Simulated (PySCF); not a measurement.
**AsH: from the state search to spectroscopic constants**

One table from this session's results is given with a row withheld; the runs are named, their logs left out.

Program: PySCF 2.14.0. Level of theory: As cc-pVTZ-PP with ECP10, H cc-pVTZ, scalar-relativistic core potentials. These are calculated values, not measurements.

The first run:

The job is set up so:

```
atoms                         : As, H
charge                        : 0
basis                         : As cc-pVTZ-PP with ECP10, H cc-pVTZ
Hamiltonian                   : scalar-relativistic core potentials
basis functions               : 53
electrons treated             : 24
masses in u                   : 74.9216, 1.0078
levels                        : PBE0, PBE, r²SCAN, r²SCAN0, B3LYP, B97-3, LC-ωPBE, HF, MP2, SCS-MP2, CCSD, CCSD(T)
grid                          : 80 radial by 434 angular points
occupations                   : held fixed by the projection of orbital angular momentum
dissociation limit            : As + H, each in its ground configuration
starting distance in angstrom : 1.495
values of 2S to try           : 0, 2, 4
```

Launch:

```
> OMP_NUM_THREADS=1 python dia.py task.json out
```

Among the steps run: Input; First curve: PBE0; Higher solutions at PBE0; PBE; r²SCAN (meta-GGA); r²SCAN0 (hybrid meta-GGA); B3LYP (global hybrid GGA); B97-3 (global hybrid GGA); LC-ωPBE; UHF (mean field); Correlated methods on the Hartree–Fock reference.

One of the session's tables, all rows but one given; the rest of the session is left out.

Energy (eV) from each level's lowest point:

| R (Å) | UHF | UHF-MP2 | UHF-SCS-MP2 | UHF-CCSD | UHF-CCSD(T) |
| --- | --- | --- | --- | --- | --- |
| 1.318 | 0.493 | 0.459 | 0.475 | n/a | n/a |
| 1.380 | 0.209 | 0.188 | 0.198 | 0.209 | 0.214 |
| 1.441 | 0.054 | 0.043 | 0.049 | 0.056 | 0.059 |
| 1.487 | 0.004 | 0.000 | 0.002 | 0.006 | 0.008 |
| 1.533 | ? | ? | ? | ? | ? |
| 1.579 | 0.032 | 0.038 | 0.033 | 0.029 | 0.027 |
| 1.640 | 0.121 | 0.131 | 0.122 | 0.111 | 0.106 |
| 1.717 | 0.285 | 0.299 | 0.284 | 0.262 | 0.253 |
| 1.809 | 0.532 | 0.550 | 0.534 | 0.490 | 0.475 |
| 1.932 | 0.891 | 0.964 | 0.964 | n/a | n/a |

**Question.** Estimate the row for R (Å) = 1.533.

Worked estimate for «UHF». A straight line through the neighbours (1.487, 0.004) and (1.579, 0.032) gives 0.004 + (0.032 − 0.004) × (1.533 − 1.487) / (1.579 − 1.487) = 0.018; a parabola fitted to 4 rows on both sides gives 0.000.

The run gave: UHF: 0.000; UHF-MP2: 0.001; UHF-SCS-MP2: 0.000; UHF-CCSD: 0.000; UHF-CCSD(T): 0.000. In «UHF» the line misses by +0.018 and the parabola by 0.000.

State 3 has its PBE0 minimum 1.46 eV higher. The other levels ran on the lowest alone.
